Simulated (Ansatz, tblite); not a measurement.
ZnS: GFN2-xTB, run from Python

These are simulated results from tblite 0.8.0, not measurements. The cell was built from a prototype and was relaxed with r2SCAN in plane waves (Ansatz 0.2.0). Not every such cell is a known phase. All runs are without spin polarisation.

It is hexagonal, P6_3mc (No. 186); a = 3.805 Å, c = 6.244 Å in the conventional setting, 19.58 Å³ an atom. Zn has 4 S at 2.33–2.34 Å; S has 4 Zn at 2.33–2.34 Å.

tblite solves periodic systems at the zone centre alone, so the script builds a cluster of 3×3×2 conventional cells (72 atoms), which folds in a coarse mesh of k points.

Input script:

```python
import json
from ase import Atoms
from ase.build import make_supercell
from ase.units import Bohr, GPa, Hartree
from tblite.interface import Calculator

atoms = Atoms(['Zn', 'Zn', 'S', 'S'],
              cell=[[3.80545084, 0.0, 0.0], [-1.90272542, 3.2956171, 0.0], [0.0, 0.0, 6.2439931]],
              scaled_positions=[[0.333333333, 0.666666667, 0.000338127], [0.666666667, 0.333333333, 0.500338127], [0.333333333, 0.666666667, 0.374661873], [0.666666667, 0.333333333, 0.874661873]],
              pbc=True)
cluster = make_supercell(atoms, [[3, 0, 0], [0, 3, 0], [0, 0, 2]])
calc = Calculator('GFN2-xTB', cluster.numbers, cluster.positions / Bohr, lattice=cluster.cell[:] / Bohr, periodic=cluster.pbc)
calc.set('temperature', 0.02 / Hartree)
calc.set('max-iter', 150)
res = calc.singlepoint()
levels = res.get('orbital-energies') * Hartree
nv = round(res.get('orbital-occupations').sum() / 2)
cells = len(cluster) // len(atoms)
out = {'energy_per_cell': res.get('energy') * Hartree / cells, 'homo': levels[nv - 1], 'lumo': levels[nv],
       'stress': (-res.get('virial') * Hartree / cluster.get_volume() / GPa).tolist(), 'charges': res.get('charges')[:len(atoms)].tolist(), 'electrons': 2 * nv / cells}
json.dump(out, open('results.json', 'w'))
for key, value in out.items():
    print(key, value)
```

Command: `python run.py`. It took 6.7 s on 1 thread of Arm Neoverse V1, with other jobs on the host, peak memory 0.12 GiB.

The log:

```
------------------------------------------------------------
  cycle        total energy    energy error   density error
------------------------------------------------------------
      1     -120.1237959400  -1.2046901E+02   4.4916590E-01
      2     -136.1455418512  -1.6021746E+01   2.3237634E-01
      3     -139.9611700141  -3.8156282E+00   1.1053250E-01
      4     -139.5130492541   4.4812076E-01   9.8302140E-02
      5     -139.6556050914  -1.4255584E-01   9.2591831E-02
      6     -140.5784270415  -9.2282195E-01   4.5433069E-02
      7     -140.8194557604  -2.4102872E-01   1.9966658E-02
      8     -140.8515364663  -3.2080706E-02   1.2032596E-02
      9     -140.8459057595   5.6307069E-03   1.3495778E-02
     10     -140.8477488692  -1.8431097E-03   1.1811532E-02
     11     -140.8472078831   5.4098610E-04   1.0820571E-02
     12     -140.8471040729   1.0381019E-04   9.6979757E-03
     13     -140.8503695202  -3.2654473E-03   6.0104813E-03
     14     -140.8525315296  -2.1620094E-03   1.6529760E-03
     15     -140.8526732776  -1.4174803E-04   2.4053216E-04
     16     -140.8526732108   6.6859315E-08   5.8960315E-05
     17     -140.8526732299  -1.9072218E-08   3.7666524E-05
     18     -140.8526733126  -8.2781611E-08   2.3453712E-05
     19     -140.8526733515  -3.8910201E-08   7.0563581E-07
------------------------------------------------------------

 total:                                   5.998 sec
energy_per_cell -212.93313706294168
homo -9.738725691780543
lumo -8.312548839683165
stress [[4.067440982850913, -5.525029251073446e-05, 2.958069831842935e-07], [-5.525029251106683e-05, 4.067377195893607, -1.7078407292072582e-07], [2.958069831787238e-07, -1.70784072851802e-07, 3.1383754383792732]]
charges [0.23602135968170013, 0.23602328652372762, -0.23602545579147516, -0.2360208079648381]
electrons 16.0
```

The cycle table is in hartree for the whole cluster, and the lines after it are in eV (the energy for one cell). The printed stress is in GPa and positive in compression, and the pressure is its mean diagonal.

GFN2-xTB gives a gap of 1.43 eV. On the same cell, plane-wave PBE (Ansatz, 12×12×4 k points and the special points) gives a gap of 2.21 eV and r2SCAN a gap of 2.78 eV; on shared hosts these took about 12 and 29 core-seconds on the 4-atom cell, against 6.7 for the script. Semilocal gaps usually lie below measured ones. xTB was fitted to molecules, so gaps, charges and pressures of solids can be far off, and the gap also depends on the size of the cluster.

The same script was run on cells scaled at fixed shape and fractional coordinates:

| volume (Å³/atom) | energy (meV/atom) | pressure (GPa, positive in compression) | gap (eV) |
| --- | --- | --- | --- |
| 17.23 | 125.8 | 14.43 | 3.22 |
| 18.40 | 43.7 | 8.26 | 2.20 |
| 19.58 | 0.0 | 3.76 | 1.43 |
| 20.75 | -15.0 | 0.46 | 0.84 |
| 21.93 | -9.1 | -1.97 | 0.40 |

A Birch-Murnaghan fit puts the minimum at 20.96 Å³/atom, 7.0 % above the given cell, with a bulk modulus of 48.4 GPa at fixed shape.

xTB was fitted mostly to molecules, and a small cluster samples few k points, so gaps, pressures and kinks along a curve can be far from a solid's.
